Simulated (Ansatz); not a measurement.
**C₂H₅Cl₂In: taking an electron away**

One table from this session's results is given with a row withheld; the runs are named, their logs left out.

Program: Ansatz 0.2.0, Gaussian basis. Level of theory: unrestricted cation, the program's frozen cores in correlated methods. These are calculated values, not measurements.

The runs, in order: UKS PBE-D4/def2-TZVPP; UKS r2SCAN-D4/def2-TZVPP; UKS PBE0-D4/def2-TZVPP; UKS B3LYP-D4/def2-TZVPP; UKS wB97X-V/def2-TZVPP; UKS wB97M-V/def2-TZVPP; UKS B2PLYP/def2-TZVPP; UHF-CCSD(T)/def2-TZVPP; UHF-MP2/def2-QZVPP; extrapolation to the limit; then −ε(HOMO) from the neutral's earlier runs with LDA (SPW92), PBE-D4, revPBE-D4, BLYP-D4, r2SCAN-D4, B97M-V, PBE0-D4, B3LYP-D4, r2SCANh-D4, r2SCAN0-D4, HSE06-D4, BHLYP-D4, CAM-B3LYP-D4, LC-ωPBE, ωB97X-V, ωB97M-V.

### The relaxed structure

The geometry comes from an earlier relaxation with PBE0-D4 in a triple-zeta def2 set; it is a stationary point, not always the lowest conformer. In takes the def2 core potential; no spin-orbit term is included.

SMILES `C[CH2][In]([Cl])[Cl]`, 10 atoms, charge 0, spin multiplicity 1.

Atoms are counted from 1 here; the program's logs count them from 0.

Bond lengths: C1–C2 1.519 Å, C1–H6 1.092 Å, C1–H7 1.094 Å, C1–H8 1.092 Å, C2–In3 2.145 Å, C2–H9 1.093 Å, C2–H10 1.092 Å, In3–Cl4 2.330 Å, In3–Cl5 2.325 Å. Angles: C2–C1–H6 112.1°, C2–C1–H7 110.4°, C2–C1–H8 112.1°, H6–C1–H7 107.4°, H6–C1–H8 107.2°, H7–C1–H8 107.5°, C1–C2–In3 113.6°, C1–C2–H9 112.2°, C1–C2–H10 112.3°, In3–C2–H9 105.7°, In3–C2–H10 105.8°, H9–C2–H10 106.8°, C2–In3–Cl4 122.1°, C2–In3–Cl5 126.3°, Cl4–In3–Cl5 111.6°.

The first run:

in.yaml

```yaml
crystal:
  periodic: [false, false, false]
  atoms:
    - {symbol: C, position_ang: [0.145103, -1.196812, 0.764803]}
    - {symbol: C, position_ang: [0.575405, 0.232882, 0.483290]}
    - {symbol: In, position_ang: [-0.508543, 1.155333, -1.120936]}
    - {symbol: Cl, position_ang: [-2.120543, 0.004114, -2.347605]}
    - {symbol: Cl, position_ang: [-0.267637, 3.344506, -1.865654]}
    - {symbol: H, position_ang: [-0.906437, -1.259813, 1.051260]}
    - {symbol: H, position_ang: [0.734018, -1.618372, 1.585229]}
    - {symbol: H, position_ang: [0.281757, -1.844801, -0.103025]}
    - {symbol: H, position_ang: [1.629524, 0.298449, 0.203487]}
    - {symbol: H, position_ang: [0.437366, 0.884504, 1.349150]}
basis:
  gaussian: {orbitals: def2-TZVPP}
total_charge: 1
magnetization: {spin_polarized: true, initial_magnetization: 1}
hamiltonian: {xc: pbe, dispersion: d4}
```

The run is started by

```
$ ansatz run in.yaml --threads 2 --pin off --events-out ev --progress --plain --max-ram 32768MiB --backend cpu
```

Among the steps run: Cation, UKS PBE-D4/def2-TZVPP; Cation, UKS r2SCAN-D4/def2-TZVPP; Cation, UKS PBE0-D4/def2-TZVPP; Cation, UKS B3LYP-D4/def2-TZVPP; Cation, UKS wB97X-V/def2-TZVPP; Cation, UKS wB97M-V/def2-TZVPP; Cation, UKS B2PLYP (frozen core)/def2-TZVPP; Cation, UHF-CCSD(T)/def2-TZVPP; Cation, UHF-MP2/def2-QZVPP.

One table of the session follows, with a row left open; its other results are not shown here.

For comparison, −ε(HOMO) of the neutral from earlier runs:

```
  functional  −ε(HOMO) (eV)
 LDA (SPW92)           7.14
      PBE-D4           6.97
   revPBE-D4           6.91
     BLYP-D4           6.82
   r2SCAN-D4           7.24
      B97M-V           7.28
     PBE0-D4           8.16
    B3LYP-D4           7.94
  r2SCANh-D4           7.68
  r2SCAN0-D4           8.34
    HSE06-D4           7.77
    BHLYP-D4           9.22
CAM-B3LYP-D4           9.44
     LC-ωPBE              ?
     ωB97X-V          10.41
     ωB97M-V          10.27
```

Estimate the missing values for LC-ωPBE.

As computed: −ε(HOMO) (eV): 10.76. In the column «−ε(HOMO) (eV)» it is the highest.
